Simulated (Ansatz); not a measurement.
# AlCl3 on Ge(111), partly H-covered, underside capped with H: two geometries relaxed, part 1 of 2

Are the two ends of the dissociation, with Cl36 leaving for a neighbouring site separate minima, and which lies lower? Each is relaxed from a guess. The slab cell is 3×2, and the adsorbate is set down on it by hand.

Method: DFT LDA, plane waves, PAW, scalar-relativistic, no spin polarisation, in Ansatz 0.2.0.

### 1 The starting structure

The cell holds 38 atoms (AlCl3Ge24H10): a = 12.007 Å, b = 8.004 Å, c = 18.175 Å, α = 90.00°, β = 90.00°, γ = 60.00°.

Its coordinates follow in the input file.

### 2 End point A

input.yaml reads:

```yaml
crystal:
  lattice:
    - [12.006673, 0.0, 0.0]
    - [4.002224, 6.932056, 0.0]
    - [0.0, 0.0, 18.174753]
  atoms:
    - { symbol: H, position: [0.1111111, 0.1666667, 0.0550214] }
    - { symbol: H, position: [0.4444444, 0.1666667, 0.0550214] }
    - { symbol: H, position: [0.7777778, 0.1666667, 0.0550214] }
    - { symbol: H, position: [0.1111111, 0.6666667, 0.0550214] }
    - { symbol: H, position: [0.4444444, 0.6666667, 0.0550214] }
    - { symbol: H, position: [0.7777778, 0.6666667, 0.0550214] }
    - { symbol: Ge, position: [0.1111111, 0.1666667, 0.1403045] }
    - { symbol: Ge, position: [0.4444444, 0.1666667, 0.1403045] }
    - { symbol: Ge, position: [0.7777778, 0.1666667, 0.1403045] }
    - { symbol: Ge, position: [0.1111111, 0.6666667, 0.1403045] }
    - { symbol: Ge, position: [0.4444444, 0.6666667, 0.1403045] }
    - { symbol: Ge, position: [0.7777778, 0.6666667, 0.1403045] }
    - { symbol: Ge, position: [-0.1111111, 0.3333333, 0.1852543] }
    - { symbol: Ge, position: [0.2222222, 0.3333333, 0.1852543] }
    - { symbol: Ge, position: [0.5555556, 0.3333333, 0.1852543] }
    - { symbol: Ge, position: [-0.1111111, 0.8333333, 0.1852543] }
    - { symbol: Ge, position: [0.2222222, 0.8333333, 0.1852543] }
    - { symbol: Ge, position: [0.5555556, 0.8333333, 0.1852543] }
    - { symbol: Ge, position: [-0.1111111, 0.3333333, 0.3201035] }
    - { symbol: Ge, position: [0.2222222, 0.3333333, 0.3201035] }
    - { symbol: Ge, position: [0.5555556, 0.3333333, 0.3201035] }
    - { symbol: Ge, position: [-0.1111111, 0.8333333, 0.3201035] }
    - { symbol: Ge, position: [0.2222222, 0.8333333, 0.3201035] }
    - { symbol: Ge, position: [0.5555556, 0.8333333, 0.3201035] }
    - { symbol: Ge, position: [0.0, 0.0, 0.3650533] }
    - { symbol: Ge, position: [0.3333333, 0.0, 0.3650533] }
    - { symbol: Ge, position: [0.6666667, 0.0, 0.3650533] }
    - { symbol: Ge, position: [0.0, 0.5, 0.3650533] }
    - { symbol: Ge, position: [0.3333333, 0.5, 0.3650533] }
    - { symbol: Ge, position: [0.6666667, 0.5, 0.3650533] }
    - { symbol: H, position: [0.6666667, 0.0, 0.4497862] }
    - { symbol: H, position: [0.0, 0.5, 0.4497862] }
    - { symbol: H, position: [0.3333333, 0.5, 0.4497862] }
    - { symbol: H, position: [0.6666667, 0.5, 0.4497862] }
    - { symbol: Al, position: [0.2229429, 0.1567156, 0.4805982] }
    - { symbol: Cl, position: [0.1251498, 0.0048077, 0.4976823] }
    - { symbol: Cl, position: [0.4220035, 0.0100326, 0.4976823] }
    - { symbol: Cl, position: [0.1216753, 0.4553066, 0.4976823] }
basis:
  ecutwfc: 420.0
kpoints:
  mp_grid: { grid: [1, 2, 1] }
hamiltonian:
  xc: lda
  pseudopotentials: { kind: paw, azcp: { folder: soft_1 } }
scf:
  occupations: { method: gaussian, width: 0.02 }
  lower_state_search: "off"
relax:
  f_tol: 0.03
  max_steps: 60
  adjacent_minimum: "off"
  constraints: [{ sites: [0, 1, 2, 3, 4, 5, 6, 7, 8, 9, 10, 11] }]
```

Command:

```
ansatz run input.yaml --threads 4 --pin off --max-ram 10240MiB --backend cpu --events-out ev --progress --plain --runs-dir out
```

Output (excerpt; [...] marks lines left out):

```text
Warning: <dir> the record states the generating functional pbe (its physics header spells it `PBE`), which answers neither for hamiltonian.xc's functional nor for the lda family's — results may be inconsistent (PPs are generated against a specific XC)
[...]
Warning: RAYON_NUM_THREADS=4 ignored (pool sized by the plan → 4); use --threads N
[...]
Pseudopotentials: kind: paw
Pseudopotential: H, paw, valence charge 1, recommended cutoff 420 eV (normal), <dir>
Pseudopotential: Ge, paw, valence charge 14, recommended cutoff 420 eV (normal), <dir>
Pseudopotential: Al, paw, valence charge 3, recommended cutoff 420 eV (normal), <dir>
Pseudopotential: Cl, paw, valence charge 7, recommended cutoff 420 eV (normal), <dir>
Functional definition: SPW92
[...]
Crystal: 38 atoms, lattice volume = 1512.702 Å³
Basis set: ecut = 420 eV, 29579 PW (Γ)
Bands: 223, of which v1, the nominal top of the filled ones, is band 185 counted from 1 (184 counted from 0)
Symmetry: 1 space group operations
Space group: P1 (ITA 1), of the structure as read, at distance tolerance 1.1e-4 Å
k-points: 2
[...]
SCF iter   1: F=—  HF=-104978.596253 eV  |F-HF|=—  |Δ(HF+E_count)|=         —  Δρ=3.09e-2  dr2=1.61e1  ethr=3.10e-3  ⟨swp⟩=6.5  Hψ=1736  notcnv=0  defer=14
[...]
relax step   1: F+E_penalty+E_count = -104973.70094515 eV  Δ(F+E_penalty+E_count) = +0.000e0 eV  max|allowed force component| = 3.755e0 eV/Å  Δτ_max = 0.0000 Å  (12 SCF iters, dr2 threshold 2.25e-5 eV, accepted)
[...]
relax step   3: F+E_penalty+E_count = -104975.84448195 eV  Δ(F+E_penalty+E_count) = -7.426e-1 eV  max|allowed force component| = 8.366e-1 eV/Å  Δτ_max = 0.1950 Å  (7 SCF iters, dr2 threshold 1.00e-4 eV, accepted)
[...]
relax step   5: F+E_penalty+E_count = -104976.41070983 eV  Δ(F+E_penalty+E_count) = -1.936e-1 eV  max|allowed force component| = 2.675e-1 eV/Å  Δτ_max = 0.1950 Å  (6 SCF iters, dr2 threshold 4.59e-5 eV, accepted)
[...]
relax step   7: F+E_penalty+E_count = -104976.59740455 eV  Δ(F+E_penalty+E_count) = -7.698e-2 eV  max|allowed force component| = 1.801e-1 eV/Å  Δτ_max = 0.2000 Å  (7 SCF iters, dr2 threshold 1.10e-5 eV, accepted)
[...]
relax step   9: F+E_penalty+E_count = -104976.70713098 eV  Δ(F+E_penalty+E_count) = -4.851e-2 eV  max|allowed force component| = 1.924e-1 eV/Å  Δτ_max = 0.2000 Å  (6 SCF iters, dr2 threshold 3.26e-5 eV, accepted)
[...]
relax step  10: F+E_penalty+E_count = -104976.74678971 eV  Δ(F+E_penalty+E_count) = -3.966e-2 eV  max|allowed force component| = 9.878e-2 eV/Å  Δτ_max = 0.1945 Å  (6 SCF iters, dr2 threshold 3.70e-5 eV, accepted)
```

### 3 More of the same log: end point A relaxed

The log, continued (excerpt; [...] marks lines left out):

```text
[...]
relax step  11: F+E_penalty+E_count = -104976.78849542 eV  Δ(F+E_penalty+E_count) = -4.171e-2 eV  max|allowed force component| = 1.570e-1 eV/Å  Δτ_max = 0.1951 Å  (8 SCF iters, dr2 threshold 2.57e-6 eV, accepted)
[...]
relax step  14: F+E_penalty+E_count = -104977.14208354 eV  Δ(F+E_penalty+E_count) = -1.635e-1 eV  max|allowed force component| = 2.886e-1 eV/Å  Δτ_max = 0.1978 Å  (6 SCF iters, dr2 threshold 1.00e-4 eV, accepted)
[...]
relax step  17: F+E_penalty+E_count = -104977.35326722 eV  Δ(F+E_penalty+E_count) = -4.408e-2 eV  max|allowed force component| = 1.384e-1 eV/Å  Δτ_max = 0.1966 Å  (6 SCF iters, dr2 threshold 1.41e-5 eV, accepted)
[...]
relax step  20: F+E_penalty+E_count = -104977.42502547 eV  Δ(F+E_penalty+E_count) = -1.236e-2 eV  max|allowed force component| = 1.183e-1 eV/Å  Δτ_max = 0.1984 Å  (7 SCF iters, dr2 threshold 4.19e-6 eV, accepted)
[...]
    - { symbol: Ge, position: [0.0020176311072844233, 0.4963310866282208, 0.35805188600904886] }
    - { symbol: Ge, position: [0.3306953403820219, 0.49655619050228644, 0.35579098719464186] }
    - { symbol: Ge, position: [0.6638556431966791, 0.4988331372150239, 0.35798951749400865] }
    - { symbol: H, position: [0.6643063485471963, 0.0022140773195192696, 0.4432645187613802] }
    - { symbol: H, position: [0.002027187255597973, 0.48862648026499345, 0.44281891057082384] }
    - { symbol: H, position: [0.32860182847099495, 0.5077248006055147, 0.4404866002163316] }
    - { symbol: H, position: [0.6674921774937366, 0.49247409324114966, 0.44280386220341367] }
    - { symbol: Al, position: [0.2532749210895466, -0.0031345774688775804, 0.48820168997333035] }
    - { symbol: Cl, position: [0.05426689143259173, 0.010108816248125124, 0.47002129741970566] }
    - { symbol: Cl, position: [0.36149656781187667, -0.26538871849578327, 0.5445838404969185] }
    - { symbol: Cl, position: [0.19601719780352017, 0.25317569642590665, 0.5471703569218789] }
```

Wall time 4.1 min (4 threads of Intel Xeon Platinum 8259CL at 2.50GHz (Skylake/Cascade Lake), shared host); peak memory 3.2 GiB.

The steps of the relaxation:

```csv
step,energy from step 1 (eV/cell),largest force component (eV/Å)
1,0.0000,3.7552
2,-1.4010,1.8010
3,-2.1435,0.8366
4,-2.5162,0.4614
5,-2.7098,0.2675
6,-2.8195,0.1809
7,-2.8965,0.1801
8,-2.9577,0.1813
9,-3.0062,0.1924
10,-3.0458,0.0988
11,-3.0875,0.1570
12,-3.1517,0.2247
13,-3.2776,0.3910
14,-3.4411,0.2886
15,-3.5487,0.1910
16,-3.6082,0.1793
17,-3.6523,0.1384
18,-3.6893,0.1031
19,-3.7117,0.0869
20,-3.7241,0.1183
21x,-3.7217,0.1268
22,-3.7272,0.0154
23,-3.7280,0.0077
```

Step 1 is the start. 1 step was tried and not accepted (marked x). 12 atoms are held fixed.

The atom that moved most is Cl37, by 2.78 Å.

### 4 Relaxing end B

The second end starts from a geometry with the move made by hand.

input.yaml reads:

```yaml
crystal:
  lattice:
    - [12.006673, 0.0, 0.0]
    - [4.002224, 6.932056, 0.0]
    - [0.0, 0.0, 18.174753]
  atoms:
    - { symbol: H, position: [0.11111112, 0.16666667, 0.05502138] }
    - { symbol: H, position: [0.44444446, 0.16666667, 0.05502138] }
    - { symbol: H, position: [0.77777779, 0.16666667, 0.05502138] }
    - { symbol: H, position: [0.11111113, 0.66666666, 0.05502138] }
    - { symbol: H, position: [0.44444447, 0.66666666, 0.05502138] }
    - { symbol: H, position: [0.77777781, 0.66666666, 0.05502138] }
    - { symbol: Ge, position: [0.11111112, 0.16666667, 0.14030452] }
    - { symbol: Ge, position: [0.44444446, 0.16666667, 0.14030452] }
    - { symbol: Ge, position: [0.77777779, 0.16666667, 0.14030452] }
    - { symbol: Ge, position: [0.11111113, 0.66666666, 0.14030452] }
    - { symbol: Ge, position: [0.44444447, 0.66666666, 0.14030452] }
    - { symbol: Ge, position: [0.77777781, 0.66666666, 0.14030452] }
    - { symbol: Ge, position: [-0.1111111, 0.33333333, 0.18525427] }
    - { symbol: Ge, position: [0.22222224, 0.33333333, 0.18525427] }
    - { symbol: Ge, position: [0.55555557, 0.33333333, 0.18525427] }
    - { symbol: Ge, position: [-0.11111108, 0.83333333, 0.18525427] }
    - { symbol: Ge, position: [0.22222225, 0.83333333, 0.18525427] }
    - { symbol: Ge, position: [0.55555559, 0.83333333, 0.18525427] }
    - { symbol: Ge, position: [-0.1111111, 0.33333333, 0.32010353] }
    - { symbol: Ge, position: [0.22222224, 0.33333333, 0.32010353] }
    - { symbol: Ge, position: [0.55555557, 0.33333333, 0.32010353] }
    - { symbol: Ge, position: [-0.11111108, 0.83333333, 0.32010353] }
    - { symbol: Ge, position: [0.22222225, 0.83333333, 0.32010353] }
    - { symbol: Ge, position: [0.55555559, 0.83333333, 0.32010353] }
    - { symbol: Ge, position: [0.0, 0.0, 0.36505328] }
    - { symbol: Ge, position: [0.33333334, 0.0, 0.36505328] }
    - { symbol: Ge, position: [0.66666667, 0.0, 0.36505328] }
    - { symbol: Ge, position: [2.0e-08, 0.5, 0.36505328] }
    - { symbol: Ge, position: [0.33333335, 0.5, 0.36505328] }
    - { symbol: Ge, position: [0.66666669, 0.5, 0.36505328] }
    - { symbol: H, position: [0.66666667, 0.0, 0.4497862] }
    - { symbol: H, position: [2.0e-08, 0.5, 0.4497862] }
    - { symbol: H, position: [0.33333335, 0.5, 0.4497862] }
    - { symbol: H, position: [0.66666669, 0.5, 0.4497862] }
    - { symbol: Al, position: [0.22222223, 0.16666667, 0.47894754] }
    - { symbol: Cl, position: [1.0e-08, 0.16666667, 0.4657424] }
    - { symbol: Cl, position: [0.42128283, 0.01998364, 0.50703595] }
    - { symbol: Cl, position: [0.12095468, 0.46525764, 0.50703595] }
basis:
  ecutwfc: 420.0
kpoints:
  mp_grid: { grid: [1, 2, 1] }
hamiltonian:
  xc: lda
  pseudopotentials: { kind: paw, azcp: { folder: soft_1 } }
scf:
  occupations: { method: gaussian, width: 0.02 }
  lower_state_search: "off"
relax:
  f_tol: 0.03
  max_steps: 60
  adjacent_minimum: "off"
  constraints: [{ sites: [0, 1, 2, 3, 4, 5, 6, 7, 8, 9, 10, 11] }]
```

Command:

```
ansatz run input.yaml --threads 4 --pin off --max-ram 10240MiB --backend cpu --events-out ev --progress --plain --runs-dir out
```

Output (excerpt; [...] marks lines left out):

```text
Warning: <dir> the record states the generating functional pbe (its physics header spells it `PBE`), which answers neither for hamiltonian.xc's functional nor for the lda family's — results may be inconsistent (PPs are generated against a specific XC)
[...]
Warning: RAYON_NUM_THREADS=4 ignored (pool sized by the plan → 4); use --threads N
[...]
Pseudopotentials: kind: paw
Pseudopotential: H, paw, valence charge 1, recommended cutoff 420 eV (normal), <dir>
Pseudopotential: Ge, paw, valence charge 14, recommended cutoff 420 eV (normal), <dir>
Pseudopotential: Al, paw, valence charge 3, recommended cutoff 420 eV (normal), <dir>
Pseudopotential: Cl, paw, valence charge 7, recommended cutoff 420 eV (normal), <dir>
Functional definition: SPW92
[...]
Crystal: 38 atoms, lattice volume = 1512.702 Å³
Basis set: ecut = 420 eV, 29579 PW (Γ)
Bands: 223, of which v1, the nominal top of the filled ones, is band 185 counted from 1 (184 counted from 0)
Symmetry: 1 space group operations
[...]
relax step   3: F+E_penalty+E_count = -104976.08344843 eV  Δ(F+E_penalty+E_count) = -6.925e-1 eV  max|allowed force component| = 6.623e-1 eV/Å  Δτ_max = 0.1945 Å  (6 SCF iters, dr2 threshold 7.83e-5 eV, accepted)
[...]
relax step   5: F+E_penalty+E_count = -104976.59810488 eV  Δ(F+E_penalty+E_count) = -1.869e-1 eV  max|allowed force component| = 3.139e-1 eV/Å  Δτ_max = 0.1948 Å  (6 SCF iters, dr2 threshold 7.38e-5 eV, accepted)
[...]
relax step   7: F+E_penalty+E_count = -104976.80423386 eV  Δ(F+E_penalty+E_count) = -9.233e-2 eV  max|allowed force component| = 2.712e-1 eV/Å  Δτ_max = 0.1921 Å  (5 SCF iters, dr2 threshold 3.00e-5 eV, accepted)
[...]
relax step   8: F+E_penalty+E_count = -104976.89019137 eV  Δ(F+E_penalty+E_count) = -8.596e-2 eV  max|allowed force component| = 2.552e-1 eV/Å  Δτ_max = 0.1908 Å  (5 SCF iters, dr2 threshold 4.80e-5 eV, accepted)
[...]
relax step   9: F+E_penalty+E_count = -104976.97141516 eV  Δ(F+E_penalty+E_count) = -8.122e-2 eV  max|allowed force component| = 2.982e-1 eV/Å  Δτ_max = 0.1917 Å  (5 SCF iters, dr2 threshold 5.77e-5 eV, accepted)
[...]
```

(Continued in part 2 of 2.)
